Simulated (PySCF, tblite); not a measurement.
**C2H8O4Si2: geometry, infrared bands and NMR shifts**

Wanted: the infrared bands and NMR shifts of C2H8O4Si2 (`O=C(O)CO[SiH2]O[SiH3]`), by calculation.

Computed with tblite 0.8.0 and PySCF 2.14.0, with density-fitted response routines of our own, on a single molecule in the gas phase. Atoms count from 0, in the outputs and in this text.

## Step 1: Starting geometry

16 atoms, charge 0, multiplicity 1; geometry from: force field or distance geometry start.

Bonds of the start (Å): O0–C1 1.28, C1–O2 1.38, C1–C3 1.49, C3–O4 1.39, O4–Si5 1.72, Si5–O6 1.71, O6–Si7 1.71, O2–H8 1.01, C3–H9 1.10, C3–H10 1.12, Si5–H11 1.47, Si5–H12 1.49, Si7–H13 1.48, Si7–H14 1.48, Si7–H15 1.47.

## Step 2: Relaxing the molecule with GFN2-xTB

The job: settings as JSON, then the geometry in Å.

```
{"job": {"kind": "relax", "xc": "GFN2-xTB", "basis": "xTB"}, "charge": 0, "multiplicity": 1}
O      3.311800    -0.341400     1.053500
C      2.733400     0.459100     0.232700
O      3.385100     1.564800    -0.283800
C      1.320800     0.162800    -0.155200
O      0.843100    -0.979500     0.471300
Si    -0.778400    -1.353300     0.039700
O     -1.801100    -0.282400     0.903800
Si    -3.060100     0.343100    -0.074700
H      4.336400     1.799700    -0.047200
H      0.710000     1.057300     0.063400
H      1.326500    -0.062000    -1.256000
H     -1.049400    -1.180400    -1.394400
H     -1.015300    -2.771200     0.418600
H     -4.281200     0.320900     0.768800
H     -3.267300    -0.458600    -1.300200
H     -2.722100     1.730100    -0.410100
```

On the command line:

```bash
OMP_NUM_THREADS=1 python probes_run.py task.json out
```

The driver reads the jobs from task.json and runs them one after another.

**Question.** This job is followed by: GFN2-xTB harmonic vibrations, gas phase; GIAO PBE0/pcSseg-1 NMR shielding, non-relativistic, gas phase. What will the session give for the following? strongest single infrared mode (GFN2-xTB); zero-point energy (GFN2-xTB); 13C shifts against TMS (PBE0/pcSseg-1); 1H shifts against TMS (PBE0/pcSseg-1, means over atoms taken as alike); 17O shifts against H2O (PBE0/pcSseg-1); 29Si shifts against TMS (PBE0/pcSseg-1).

The runs gave:

| quantity | value |
| --- | --- |
| strongest single infrared mode (GFN2-xTB) | 1103 cm⁻¹, 692 km/mol |
| zero-point energy (GFN2-xTB) | 62.3 kcal/mol |
| 13C shifts against TMS (PBE0/pcSseg-1) | 174.5, 63.3 ppm |
| 1H shifts against TMS (PBE0/pcSseg-1, means over atoms taken as alike) | 6.13, 5.23, 4.82, 4.66 ppm |
| 17O shifts against H2O (PBE0/pcSseg-1) | 443.1, 198.8, 54.4, 44.3 ppm |
| 29Si shifts against TMS (PBE0/pcSseg-1) | -43.3, -43.6 ppm |

Over 72 steps the energy fell by 1.526 eV; of the close pairs, O4–Si5 changed most, 1.719 to 1.619 Å. The lowest mode is imaginary (38i cm⁻¹), so the xTB geometry is not a minimum. The strongest single mode, at 1103 cm⁻¹, moves mainly O6. Unscaled tight-binding wavenumbers are off by several per cent, some by more. Its intensities can rank the bands wrongly. At PBE0/pcSseg-1: The largest span, 660 ppm, is at O0, where the paramagnetic term is -507 ppm.
